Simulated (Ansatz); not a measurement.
# CH6Cl2O2Si2: geometry optimisation

Aim: relax CH6Cl2O2Si2 from a cheap starting geometry.

Program: Ansatz 0.2.0, Gaussian basis. Level of theory: RKS PBE0-D4/def2-TZVP. These are calculated values, not measurements.

Levels to be run: relaxation at PBE0-D4/def2-TZVP.

1 further run of the same task is left out (set aside as unsound or not needed).

## Step 1: Where the work starts

SMILES `O[Si](O)(Cl)C[SiH2]Cl`, 13 atoms, charge 0, spin multiplicity 1.

Atoms are counted from 1 here; the program's logs count them from 0.

Bond lengths: O1–Si2 1.616 Å, O1–H8 0.955 Å, Si2–O3 1.622 Å, Si2–Cl4 2.029 Å, Si2–C5 1.896 Å, O3–H9 0.957 Å, C5–Si6 1.895 Å, C5–H10 1.087 Å, C5–H11 1.090 Å, Si6–Cl7 2.028 Å, Si6–H12 1.459 Å, Si6–H13 1.462 Å. Angles: Si2–O1–H8 121.2°, O1–Si2–O3 107.2°, O1–Si2–Cl4 110.0°, O1–Si2–C5 107.6°, O3–Si2–Cl4 109.1°, O3–Si2–C5 113.4°, Cl4–Si2–C5 109.5°, Si2–O3–H9 121.1°, Si2–C5–Si6 114.5°, Si2–C5–H10 109.6°, Si2–C5–H11 107.8°, Si6–C5–H10 108.8°, Si6–C5–H11 109.6°, H10–C5–H11 106.1°, C5–Si6–Cl7 108.5°, C5–Si6–H12 112.4°, C5–Si6–H13 110.5°, Cl7–Si6–H12 106.7° and more.

As a file:

```mol
CH6Cl2O2Si2
  3D, bonds by distance, orders not assigned

 13 12  0  0  0  0  0  0  0  0999 V2000
    0.1071    0.1583   -2.6223 O   0  0
   -0.2271   -0.3860   -1.1381 Si  0  0
    0.6139   -1.7577   -0.9296 O   0  0
   -2.2089   -0.7913   -0.9783 Cl  0  0
    0.2409    0.9800    0.0910 C   0  0
   -0.1270    0.5664    1.9037 Si  0  0
    0.7108   -1.2292    2.3369 Cl  0  0
    0.2368   -0.4436   -3.3516 H   0  0
    0.6854   -2.1678   -0.0682 H   0  0
   -0.2772    1.8994   -0.1708 H   0  0
    1.3040    1.1866   -0.0286 H   0  0
   -1.5561    0.4368    2.1662 H   0  0
    0.4975    1.5479    2.7897 H   0  0
  1  2  8  0
  2  3  8  0
  2  4  8  0
  2  5  8  0
  5  6  8  0
  6  7  8  0
  1  8  8  0
  3  9  8  0
  5 10  8  0
  5 11  8  0
  6 12  8  0
  6 13  8  0
M  END
```

The start is a GFN2-xTB geometry.

## Step 2: Geometry optimisation, PBE0-D4/def2-TZVP

Input file in.yaml:

```yaml
crystal:
  periodic: [false, false, false]
  atoms:
    - {symbol: O, position_ang: [0.107130, 0.158340, -2.622280]}
    - {symbol: Si, position_ang: [-0.227140, -0.385970, -1.138150]}
    - {symbol: O, position_ang: [0.613900, -1.757700, -0.929620]}
    - {symbol: Cl, position_ang: [-2.208890, -0.791260, -0.978330]}
    - {symbol: C, position_ang: [0.240870, 0.980020, 0.091040]}
    - {symbol: Si, position_ang: [-0.126980, 0.566420, 1.903700]}
    - {symbol: Cl, position_ang: [0.710800, -1.229200, 2.336900]}
    - {symbol: H, position_ang: [0.236820, -0.443620, -3.351600]}
    - {symbol: H, position_ang: [0.685350, -2.167800, -0.068230]}
    - {symbol: H, position_ang: [-0.277170, 1.899420, -0.170750]}
    - {symbol: H, position_ang: [1.303960, 1.186650, -0.028630]}
    - {symbol: H, position_ang: [-1.556140, 0.436770, 2.166220]}
    - {symbol: H, position_ang: [0.497500, 1.547940, 2.789720]}
basis:
  gaussian: {orbitals: def2-TZVP}
hamiltonian: {xc: pbe0, dispersion: d4}
relax: {f_tol: 0.005, max_steps: 150}
```

Launch:

```sh
> ansatz run in.yaml --threads 2 --pin off --events-out ev --progress --plain --max-ram 22528MiB --backend cuda --devices 0, --max-vram 18GiB
```

Q: Predict the results of all the runs planned. Wanted: point group; shift from the start; total energy; dispersion term; dipole moment.

The runs gave:

| quantity | value |
| --- | --- |
| point group | C1 |
| steps | 14 |
| shift from the start (rms) | 0.163 Å |
| total energy | -46019.4068 eV |
| dispersion term | -394 meV |
| dipole moment | 1.19 D |

What this shows: The relaxed geometry lies 0.16 Å (rms) from the start; the bond that changed most is Si2–C5, from 1.896 to 1.849 Å. No vibrations were run, so it is not proven to be a minimum. The largest Mulliken charge, +0.68 e, sits on Si2.
